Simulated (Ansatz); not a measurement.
# AlBrH4Si: small, medium and large basis sets

One table from this session's results is given with a row withheld; the runs are named, their logs left out.

Computed with Ansatz 0.2.0, Gaussian basis. Level: one geometry, several basis sets.

Levels to be run: PBE0-D4/def2-SVP; ωB97M-V/def2-SVP; PBE0-D4/def2-QZVPP; ωB97M-V/def2-QZVPP; the functionals' def2-TZVPP values are taken from earlier runs.

## The geometry

The geometry comes from an earlier relaxation with PBE0-D4 in a triple-zeta def2 set; it is a stationary point, not always the lowest conformer.

7 atoms, charge 0, spin multiplicity 1.

Atoms are counted from 1 here; the program's logs count them from 0.

Bond lengths: Si1–Al2 2.446 Å, Si1–H4 1.488 Å, Si1–H5 1.491 Å, Si1–H6 1.490 Å, Al2–Br3 2.264 Å, Al2–H7 1.581 Å. Angles: Al2–Si1–H4 111.5°, Al2–Si1–H5 109.4°, Al2–Si1–H6 111.4°, H4–Si1–H5 108.2°, H4–Si1–H6 108.7°, H5–Si1–H6 107.5°, Si1–Al2–Br3 117.2°, Si1–Al2–H7 126.5°, Br3–Al2–H7 116.3°.

The first run:

File in.yaml:

```yaml
crystal:
  periodic: [false, false, false]
  atoms:
    - {symbol: Si, position_ang: [-0.907094, 0.501794, -0.366851]}
    - {symbol: Al, position_ang: [1.146736, -0.444681, 0.565246]}
    - {symbol: Br, position_ang: [1.679818, -2.560728, -0.038194]}
    - {symbol: H, position_ang: [-1.888733, -0.560033, -0.715711]}
    - {symbol: H, position_ang: [-0.582950, 1.261076, -1.608655]}
    - {symbol: H, position_ang: [-1.549266, 1.450930, 0.585248]}
    - {symbol: H, position_ang: [2.162690, 0.283541, 1.533217]}
basis:
  gaussian: {orbitals: def2-SVP}
hamiltonian: {xc: pbe0, dispersion: d4}
output: {orbitals: {seedname: orbitals}}
```

On the command line:

```
ansatz run in.yaml --threads 2 --pin off --events-out ev --progress --plain --max-ram 4352MiB
```

Among the steps run: PBE0-D4 in def2-SVP; ωB97M-V in def2-SVP; PBE0-D4 in def2-QZVPP; ωB97M-V in def2-QZVPP.

One of the session's tables, all rows but one given; the rest of the session is left out.

| functional | basis | HOMO (eV) | LUMO (eV) |
| --- | --- | --- | --- |
| PBE0-D4 | def2-SVP | ? | ? |
| PBE0-D4 | def2-TZVPP | -7.71 | -2.09 |
| PBE0-D4 | def2-QZVPP | -7.72 | -2.10 |
| ωB97M-V | def2-SVP | -9.67 | -0.34 |
| ωB97M-V | def2-TZVPP | -9.72 | -0.42 |
| ωB97M-V | def2-QZVPP | -9.72 | -0.48 |

Estimate the missing values for PBE0-D4, def2-SVP.

**Answer.** HOMO (eV): -7.70; LUMO (eV): -2.07. In the column «HOMO (eV)» it is the highest.
